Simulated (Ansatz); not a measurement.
Write a Python script for the Ansatz DFT code, driven from Python that makes a single point of Ir (distorted cell). Settings: LDA, PAW, the default cutoff (420 eV here), 7×7×4 k-points, Fermi-Dirac smearing of 0.15 eV.

`POSCAR_ir`
```text
Ir
1.0
   2.76173000    0.01695000    0.01095000
  -1.36618000    2.35044000   -0.04350000
   0.01776000   -0.07122000    4.42476000
Ir
2
Direct
   0.67419000    0.33680000    0.74661000
   0.30902000    0.65002000    0.24360000
```

The script, `run_scf.py`:
```python
# -*- coding: utf-8 -*-
"""Single point of Ir, distorted."""

import sys
import warnings

import ansatz
from ase.io import read
import numpy as np
from pymatgen.core import Structure

warnings.simplefilter("ignore", ansatz.DeckWarning)

atoms = read("POSCAR_ir", format="vasp")
xtal = ansatz.Crystal.from_ase(atoms)

# functional, basis and sampling
calc = xtal.calculation()
calc = calc.functional("lda")
calc = calc.kpoints(7, 7, 4).occupations(ansatz.OccupationsMethod.FERMI_DIRAC, width=0.15)
calc = calc.density_of_states(energy_step=0.1, projected=True)
try:
    outcome = calc.run(threads=1)
except ansatz.NonConvergedError as error:
    sys.exit(f"no convergence: {error}")
except ansatz.RefusalError as error:
    sys.exit(f"input refused: {error}")
data = outcome.report

n_atoms = len(data["lattice"]["sites"])
print("F =", round(data["free_energy_ev"], 4), "eV for", n_atoms, "atoms")
print("E(sigma -> 0) =", round(data["energy_sigma0_ev"], 4), "eV, TS =", round(data["entropy_ts_ev"], 5), "eV")
print("closed by", data["closed_by"], "after", data["n_iterations"], "iterations")

# d-band centre and width over a window about the Fermi level
dos = outcome.density_of_states()
energy = np.asarray(dos.energies_ev) - dos.fermi_ev
window = (energy > -12) & (energy < 3)
for index, site in enumerate(outcome.projected_density_of_states().sites):
    for shell in site.shells:
        if shell.l == 2:
            g = sum(np.sum(part.g_bin_mean_per_ev, axis=0) for part in shell.curves)[window]
            if g.sum() > 1e-6:
                centre = (g * energy[window]).sum() / g.sum()
                width = np.sqrt((g * (energy[window] - centre) ** 2).sum() / g.sum())
                print(f"site {index} {site.species} {shell.label}: centre {centre:.3f} eV, rms width {width:.3f} eV")

final = Structure(outcome.lattice.cell_ang, [s.symbol for s in outcome.lattice.sites], [s.position_frac for s in outcome.lattice.sites])
# count neighbours out to a fixed multiple of the shortest distance
for index, (site, neighbours) in enumerate(zip(final, final.get_all_neighbors(5.5))):
    first = min(n.nn_distance for n in neighbours)
    shell = [n for n in neighbours if n.nn_distance < 1.1 * first]
    mean = sum(n.nn_distance for n in shell) / len(shell)
    print(f"atom {index} {site.specie.symbol}: {len(shell)} neighbours within 1.1 of the shortest distance, mean {mean:.3f} A")
```

`python run_scf.py` gives:
```text
F = -23326.7157 eV for 2 atoms
E(sigma -> 0) = -23326.647 eV, TS = 0.13743 eV
closed by deck_thresholds after 6 iterations
site 0 Ir 5D: centre -3.035 eV, rms width 2.657 eV
site 1 Ir 5D: centre -3.035 eV, rms width 2.657 eV
atom 0 Ir: 12 neighbours within 1.1 of the shortest distance, mean 2.732 A
atom 1 Ir: 12 neighbours within 1.1 of the shortest distance, mean 2.732 A
```

Total energies depend on the potentials; only differences at equal settings carry meaning. A total without «per atom» is that of the cell as typed. For a metal this k-point mesh is coarse: on a finer one energies can move by several to tens of meV an atom and pressures by half a GPa or more, differences at one mesh by less. Projections exist only for the shells that the potentials hold, some of them semicore, and samples at single energies can miss narrow peaks. Spin-orbit coupling, which matters for elements this heavy, is left out. The cell is a database structure, distorted on purpose. The computed bands are complete only to about 6.5 eV above the Fermi level; beyond that the density of states is undercounted. A band centre counts only the states inside the window taken. Finished in 3.3 s on 1 thread of Arm Neoverse V2, on a shared host, peak memory 0.43 GiB.

(A comment or docstring line of the script was reworded after the run, the code is as it ran; lines on the test bed's own set-up are left out of the output.)
